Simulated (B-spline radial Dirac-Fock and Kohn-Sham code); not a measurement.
# Inner shells of Pr²²⁺

Aim: for Pr²²⁺, compute its X-ray form factor and Compton profile, the binding energy of each subshell and how cheaper methods do for the levels.

Program: B-spline radial Dirac-Fock and Kohn-Sham code, version 2. Model: a free atom or ion on a radial basis; each step names its model. All values are calculated, but those marked as tabulated.

**1. What is computed**

Praseodymium as Pr²²⁺, [Kr] 4d1.

| Property | Result |
| --- | --- |
| nuclear charge | 59 |
| electrons | 37 |
| mass number | 141 |
| nuclear rms radius | 4.8919 fm |

Outer shells as boxes (Hund's rule, for the drawing alone; heavy ions are jj-coupled, and the calculation averages over the configuration):

```
[Kr] core
4d [↑ ][  ][  ][  ][  ]
```

**2. Scattering by the electron cloud**

Model: Dirac-Fock average of configuration, finite nucleus; form factor of the spherical density, Waller-Hartree incoherent function, impulse-approximation Compton profiles.

The run's settings:

```ini
task = scatter
Z = 59
charge = 22
configuration = 1s2 2s2 2p6 3s2 3p6 3d10 4s2 4p6 4d1
mass_number = 141
rms_radius = 4.8919  # fm
s = [0.0, 0.06, 0.07, 0.09, 0.11, 0.13, 0.16, 0.19, 0.23, 0.27, 0.33, 0.39, 0.47, 0.56, 0.68, 0.82, 0.98, 1.18, 1.42, 1.7, 2.05, 2.46, 2.96]  # 1/A
pz = [0, 0.1, 0.2, 0.3, 0.4, 0.5, 0.6, 0.8, 1.0, 1.2, 1.4, 1.6, 1.8, 2.0, 2.5, 3.0, 4.0, 5.0, 7.0, 10.0, 15.0, 20.0, 30.0, 40.0, 60.0, 100.0]  # a.u.
photon_energy = [5000, 8047.8, 10000, 17479.3, 20000, 200000, 500000, 1000000]  # eV
```

**3. Core and valence levels**

Model: Dirac-Fock average of configuration, Delta-SCF, finite nucleus, first-order Breit with its frequency dependence, self-energy and vacuum polarisation.

Recorded inputs:

```ini
task = binding
```

**4. The levels by Dirac LDA**

Model: Dirac-Kohn-Sham LDA (Slater exchange, VWN correlation), finite nucleus, spherical and without spin polarisation.

The run's settings:

```ini
task = binding-ladder
method = lda,vwn
relativity = dirac
```

**5. The levels by non-relativistic HF**

Model: non-relativistic Hartree-Fock, average of configuration, point nucleus.

The run's settings:

```ini
task = binding-ladder
method = hf
relativity = nr
```

(Steps that only read results are left out.)

**Question.** What will these runs give? Wanted: rms radius of the electron cloud; form factor halves at; Compton profile at zero; deepest level listed, K; least bound, N4,5; Kα1; Dirac LDA, K: eigenvalue / ΔSCF; non-relativistic HF, 1s: eigenvalue / ΔSCF.

As calculated:

| quantity | value |
| --- | --- |
| rms radius of the electron cloud | 0.369 bohr |
| form factor halves at | 1.1 1/Å |
| Compton profile at zero | 2.622 1/a.u. |
| deepest level listed, K (1s) | 42648.7 eV |
| least bound, N4,5 (4d) | 659.9 eV |
| Kα1 | 36025.6 eV |
| ionisation energy, NIST (theoretical) | 663.000 eV |
| Dirac LDA, K: eigenvalue / ΔSCF | 42371.8 / 42801.9 eV |
| non-relativistic HF, 1s: eigenvalue / ΔSCF | 40763.7 / 40713.0 eV |

In words: f falls from 37 to half of that at s = 1.1 1/Å. Incoherent scattering outweighs coherent from 200 keV on, among the energies asked. The K (1s) level lies 55.7 eV under Koopmans' value by relaxation alone; Breit gives -109.53 and QED -56.01 eV. NIST's ionisation energy differs by +3.07 eV from the least binding energy, within its stated uncertainty. Dirac LDA misses the K level by -0.6 % with its eigenvalue and by +0.4 % with ΔSCF. Breit and QED terms, which only the reference holds, shift this level by tenths of a per cent, so the eigenvalue's nearness can be cancellation. Non-relativistic HF misses the 1s level by -4.4 % with its eigenvalue and by -4.5 % with ΔSCF, as relativity is missing. The Hartree-Fock and Dirac-Fock values hold no electron correlation.
